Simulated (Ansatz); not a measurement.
The system is NiMoIrPdW.

```
CELL_PARAMETERS angstrom
4.14670 0.00000 0.00000
-2.07335 3.59115 0.00000
0.00000 0.00000 5.41629
ATOMIC_POSITIONS crystal
Ni 0.00000 0.00000 0.02221
Mo 0.66667 0.33333 0.45996
Pd 0.33333 0.66667 0.74601
Ir 0.33333 0.66667 0.25641
W 0.66667 0.33333 0.99985
```

The cell was built by a generator and needn't be a form met in nature.

* Program: Ansatz 0.2.0
* Task: relaxation of cell and atoms
* Functional: PBEsol
* Potentials or basis: all-electron PAW datasets made for the crystal
* k mesh: 4 × 4 × 3
* Occupations: fermi-dirac, width 0.05 eV
* Spin: collinear spin, ferromagnetic start
* Starting moments: [1.0, 1.0, 0.0, 0.6, 0.0] μB

At the start: volume 16.13 Å³/atom.

Problem. Where does the relaxation end?

Solution. Over 12 steps the energy falls by 20.3 meV/atom and the volume is 15.39 Å³/atom (-4.6 %); space group P3m1 (No. 156, to 0.05 Å); moment 0.00 μB per cell.

The path:
| step | energy change (eV) | largest force (eV/Å) | volume (Å³) |
| --- | --- | --- | --- |
| 1 | 0.0000 | 0.1694 | 80.66 |
| 2 | -0.0920 | 0.1483 | 77.83 |
| 3 | -0.0949 | 0.0841 | 77.35 |
| 4 | -0.0952 | 0.0980 | 77.39 |
| 5 | -0.0958 | 0.0445 | 77.38 |
| 6 | -0.0967 | 0.0437 | 77.32 |
| 7 | -0.0990 | 0.1152 | 77.14 |
| 8 | -0.0997 | 0.2366 | 77.08 |
| 9 | -0.1015 | 0.0200 | 76.96 |
| 10 | -0.1016 | 0.0098 | 77.00 |
| 11 | -0.1016 | 0.0013 | 76.97 |
| 12 | -0.1016 | 0.0014 | 76.97 |

Final structure:
```yaml
crystal:
  lattice:
    - [4.10001, 0.00000, 0.00000]
    - [-2.05001, 3.55071, 0.00000]
    - [0.00000, 0.00000, 5.28686]
  atoms:
    - { symbol: Ni, position: [0.00000, 0.00000, 0.99346] }
    - { symbol: Mo, position: [0.66667, 0.33333, 0.48489] }
    - { symbol: Pd, position: [0.33333, 0.66667, 0.74775] }
    - { symbol: Ir, position: [0.33333, 0.66667, 0.25430] }
    - { symbol: W, position: [0.66667, 0.33333, 0.00404] }
```

Caveat: the k mesh is coarse (spacing up to 0.44 Å⁻¹), so the values aren't converged; the k mesh is thin for a metal, which can move the energy by tens of meV per atom; the program listed the state as in doubt; the starting moments weren't kept.
